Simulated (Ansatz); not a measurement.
# C6H5F3Zr: one species, many methods

The task here is to estimate one member of a computed series from the others.

Method: functionals in def2-TZVPP, the program's frozen cores in correlated methods; program: Ansatz 0.2.0, Gaussian basis.

Plan: LDA (SPW92), PBE-D4, revPBE-D4, BLYP-D4, r2SCAN-D4, B97M-V, PBE0-D4, B3LYP-D4, r2SCANh-D4, r2SCAN0-D4, HSE06-D4, BHLYP-D4, CAM-B3LYP-D4, LC-ωPBE, ωB97X-V, ωB97M-V, B2PLYP, PBE-QIDH; CCSD(T)/def2-SVP; CCSD(T)/def2-TZVPP; MP2/def2-QZVPP; extrapolation to the limit; RPA on PBE.

1 further run of the same task is left out (it didn't finish).

**The relaxed structure**

The geometry comes from an earlier relaxation with PBE0-D4 in a triple-zeta def2 set; it is a stationary point, not always the lowest conformer. Zr takes the def2 core potential; no spin-orbit term is included.

SMILES `[F][Zr]([F])([F])[c]1ccccc1`, 15 atoms, charge 0, spin multiplicity 1.

Atoms are counted from 1 here; the program's logs count them from 0.

Bond lengths: F1–Zr2 1.901 Å, Zr2–F3 1.900 Å, Zr2–F4 1.900 Å, Zr2–C5 2.196 Å, C5–C6 1.400 Å, C5–C10 1.401 Å, C6–C7 1.386 Å, C6–H11 1.088 Å, C7–C8 1.388 Å, C7–H12 1.084 Å, C8–C9 1.387 Å, C8–H13 1.084 Å, C9–C10 1.387 Å, C9–H14 1.084 Å, C10–H15 1.087 Å. Angles: F1–Zr2–F3 112.5°, F1–Zr2–F4 112.5°, F1–Zr2–C5 106.3°, F3–Zr2–F4 110.4°, F3–Zr2–C5 107.4°, F4–Zr2–C5 107.4°, Zr2–C5–C6 120.5°, Zr2–C5–C10 121.7°, C6–C5–C10 117.8°, C5–C6–C7 121.3°, C5–C6–H11 120.5°, C7–C6–H11 118.2°, C6–C7–C8 119.8°, C6–C7–H12 120.1°, C8–C7–H12 120.1°, C7–C8–C9 120.1°, C7–C8–H13 119.9°, C9–C8–H13 120.0° and more.

Geometry (Å):

```xyz
15
C6H5F3Zr
F    -3.13767   -1.77395    0.93671
Zr   -2.51525   -0.80663   -0.57621
F    -2.41509   -1.88532   -2.13661
F    -3.54239    0.75514   -0.91453
C    -0.47357   -0.15656   -0.09696
C     0.26536    0.59941   -1.01536
C     1.55606    1.01771   -0.73051
C     2.13535    0.68570    0.48610
C     1.42508   -0.06210    1.41393
C     0.13406   -0.47796    1.12355
H    -0.16366    0.87410   -1.97675
H     2.11142    1.60237   -1.45537
H     3.14455    1.01158    0.71164
H     1.87858   -0.32073    2.36433
H    -0.40282   -1.06276    1.86602
```

The first run:

Contents of in.yaml:

```yaml
crystal:
  periodic: [false, false, false]
  atoms:
    - {symbol: F, position_ang: [-3.137668, -1.773948, 0.936706]}
    - {symbol: Zr, position_ang: [-2.515251, -0.806625, -0.576210]}
    - {symbol: F, position_ang: [-2.415094, -1.885316, -2.136613]}
    - {symbol: F, position_ang: [-3.542391, 0.755137, -0.914534]}
    - {symbol: C, position_ang: [-0.473569, -0.156563, -0.096956]}
    - {symbol: C, position_ang: [0.265362, 0.599412, -1.015364]}
    - {symbol: C, position_ang: [1.556061, 1.017713, -0.730506]}
    - {symbol: C, position_ang: [2.135349, 0.685703, 0.486100]}
    - {symbol: C, position_ang: [1.425082, -0.062101, 1.413935]}
    - {symbol: C, position_ang: [0.134061, -0.477957, 1.123553]}
    - {symbol: H, position_ang: [-0.163662, 0.874100, -1.976747]}
    - {symbol: H, position_ang: [2.111417, 1.602365, -1.455365]}
    - {symbol: H, position_ang: [3.144552, 1.011576, 0.711640]}
    - {symbol: H, position_ang: [1.878581, -0.320734, 2.364334]}
    - {symbol: H, position_ang: [-0.402822, -1.062762, 1.866016]}
basis:
  gaussian: {orbitals: def2-TZVPP}
hamiltonian: {xc: lda}
output: {orbitals: {seedname: orbitals}}
```

The run is started by

```sh
$ ansatz run in.yaml --threads 4 --pin off --events-out ev --progress --plain --max-ram 66560MiB --backend cuda --devices 0, --max-vram 37GiB
```

Among the steps run: LDA; PBE-D4 (GGA); revPBE-D4 (GGA); BLYP-D4 (GGA); r2SCAN-D4 (meta-GGA); B97M-V (meta-GGA); PBE0-D4 (hybrid); B3LYP-D4 (hybrid); r2SCANh-D4 (hybrid); r2SCAN0-D4 (hybrid); HSE06-D4 (hybrid); BHLYP-D4 (hybrid); CAM-B3LYP-D4 (range-separated); LC-ωPBE (range-separated); ωB97X-V (range-separated); ωB97M-V (range-separated); B2PLYP (double hybrid); PBE-QIDH (double hybrid).

One of the session's tables, all rows but one given; the rest of the session is left out.

It belongs to the step «Frontier levels by functional». 

| functional | HOMO (eV) | LUMO (eV) | gap (eV) |
| --- | --- | --- | --- |
| LDA (SPW92) | -6.91 | -2.89 | 4.02 |
| PBE-D4 | -6.68 | -2.60 | 4.08 |
| revPBE-D4 | -6.60 | -2.49 | 4.11 |
| BLYP-D4 | ? | ? | ? |
| r2SCAN-D4 | -6.87 | -2.47 | 4.40 |
| B97M-V | -6.80 | -2.40 | 4.40 |
| PBE0-D4 | -7.67 | -1.80 | 5.87 |
| B3LYP-D4 | -7.45 | -2.00 | 5.44 |
| r2SCANh-D4 | -7.24 | -2.17 | 5.07 |
| r2SCAN0-D4 | -7.81 | -1.73 | 6.08 |
| HSE06-D4 | -7.28 | -2.17 | 5.11 |
| BHLYP-D4 | -8.45 | -0.86 | 7.60 |
| CAM-B3LYP-D4 | -8.87 | -0.74 | 8.13 |
| LC-ωPBE | -10.15 | 0.37 | 10.52 |
| ωB97X-V | -9.80 | 0.31 | 10.11 |
| ωB97M-V | -9.73 | 0.23 | 9.96 |

Q: Estimate the row for BLYP-D4 from the others.

Worked estimate for «HOMO (eV)». Against the share of exact exchange, B3LYP-D4 (0.2, -7.45), BHLYP-D4 (0.5, -8.45) give a slope of -3.33 per unit share; at 0 the line stands at -6.78.

As computed: HOMO (eV): -6.49; LUMO (eV): -2.47; gap (eV): 4.02. In «HOMO (eV)» the line misses by -0.29.
